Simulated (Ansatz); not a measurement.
# Ti3Al: the cost of one run

Method: DFT PBEsol, scalar-relativistic, plane waves, PAW, in Ansatz 0.2.0.

16 further runs of the same task are left out: 16 set aside as unsound or not needed. Runs told in other sessions of the task aren't counted.

### 1 The system as given

It takes space group P-6m2 (No. 187, hexagonal). Conventional cell: a = 2.895 Å, b = 2.895 Å, c = 9.138 Å, α = 90.00°, β = 90.00°, γ = 120.00°. Ti (site symmetry -6m2) has 12 Ti at 2.82 to 2.90 Å in its first shell of neighbours. Ti (site symmetry 3m) has 9 Ti at 2.82 to 2.90 Å and 3 Al at 2.84 Å in its first shell of neighbours. Al (site symmetry -6m2) has 6 Ti at 2.84 Å and 6 Al at 2.90 Å in its first shell of neighbours.

As a file:

```
Ti Al
1.0
     2.89548    0.00000    0.00000
    -1.44774    2.50756    0.00000
     0.00000    0.00000    9.13834
Ti Al
3 1
Direct
  0.66667 0.33333 0.00000
  0.33333 0.66667 0.75117
  0.33333 0.66667 0.24883
  0.66667 0.33333 0.50000
```

It goes back to an entry of the Materials Project, which need not be the stable form.

This cell was relaxed beforehand with the same method: volume 16.59 Å³/atom, gap on the mesh none (metal).

### 2 What is varied

The energy is mapped over volume and the cell's shape.

The axes are (1) volume per atom: 7 values from 15.26 to 17.91 Å³; (2) c/a of the conventional cell: 7 values from 2.631 to 3.786.

Nothing else is relaxed (fractional coordinates fixed). Energies count from the relaxed crystal. Points are written as (first, second).

### 3 Point (16.14 Å³, 2.631)

input.yaml

```yaml
crystal:
  lattice:
    - [3.0489398291, 0.0, 0.0]
    - [-1.5244699145, 2.6404593466, 0.0]
    - [0.0, 0.0, 8.0217606903]
  atoms:
    - { symbol: Ti, position: [0.6666666667, 0.3333333333, 0.0] }
    - { symbol: Ti, position: [0.3333333333, 0.6666666667, 0.7511732072] }
    - { symbol: Ti, position: [0.3333333333, 0.6666666667, 0.2488267928] }
    - { symbol: Al, position: [0.6666666667, 0.3333333333, 0.5] }
basis:
  ecutwfc: 520.0
kpoints:
  mp_grid: { grid: [18, 18, 6] }
hamiltonian:
  xc: pbesol
  pseudopotentials: { kind: paw, azcp: { folder: soft_1 } }
scf:
  occupations: { method: gaussian, width: 0.15 }
output:
  forces: true
  stress: true
  eigenvalues: true
```

On the command line:

```bash
$ ansatz run input.yaml --threads 2 --pin off --max-ram 4096MiB --backend cpu --events-out ev --progress --plain --runs-dir out
```

Q: Estimate wall time and peak memory on 2 threads of Arm Neoverse N1, shared host.

About 22 s, with a peak of 0.49 GiB.
